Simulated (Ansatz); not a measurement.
# C (diamond type): a single-point run

The task is a single-point run on C (diamond type). The structure is shown as the input types it.

Program: Ansatz 0.2.0. Level of theory: DFT, r2SCAN, PAW with Ansatz's default frozen-core files, scalar-relativistic. These are calculated values, not measurements.

### 1 The structure to begin with

The structure is cubic, space group Fd-3m (No. 227). Conventional cell: a = 3.191 Å, b = 3.191 Å, c = 3.191 Å, α = 90.00°, β = 90.00°, γ = 90.00°. C (site symmetry -43m) is surrounded by 4 C at 1.38 Å.

As a file:

```xyz
2
Lattice="0.0000 1.5955 1.5955 1.5955 0.0000 1.5955 1.5955 1.5955 0.0000" Properties=species:S:1:pos:R:3 pbc="T T T"
C    -0.3989   -0.3989   -0.3989
C     0.3989    0.3989    0.3989
```

### 2 Running it

input.yaml reads:

```yaml
crystal:
  lattice:
    - [0.0, 1.5954751438, 1.5954751438]
    - [1.5954751438, 0.0, 1.5954751438]
    - [1.5954751438, 1.5954751438, 0.0]
  atoms:
    - { symbol: C, position: [-0.125, -0.125, -0.125] }
    - { symbol: C, position: [0.125, 0.125, 0.125] }
kpoints:
  mp_grid: { grid: [20, 20, 20] }
scf:
  occupations: { method: fermi_dirac, width: 0.08 }
  max_iter: 60
hamiltonian:
  xc: r2scan
  pseudopotentials: { kind: paw }
output:
  forces: true
  stress: true
  eigenvalues: true
  populations: true
ecutwfc: 0.3
```

Started as:

```
$ ansatz run input.yaml --threads 1 --pin off --max-ram 2048MiB --backend cpu --events-out ev --progress --plain --runs-dir out
```

What happens when this is run?

Nothing was computed: the input was turned down at the start. The line that matters: «line 22 column 1: unknown field `ecutwfc`, expected one of crystal, accuracy, basis, kpoints, hamiltonian, magnetization, ...»

In the input, ecutwfc is 0.3. The input holds a keyword that this program doesn't have at that place; such names come from other codes or other sections.

What to do: delete ecutwfc.
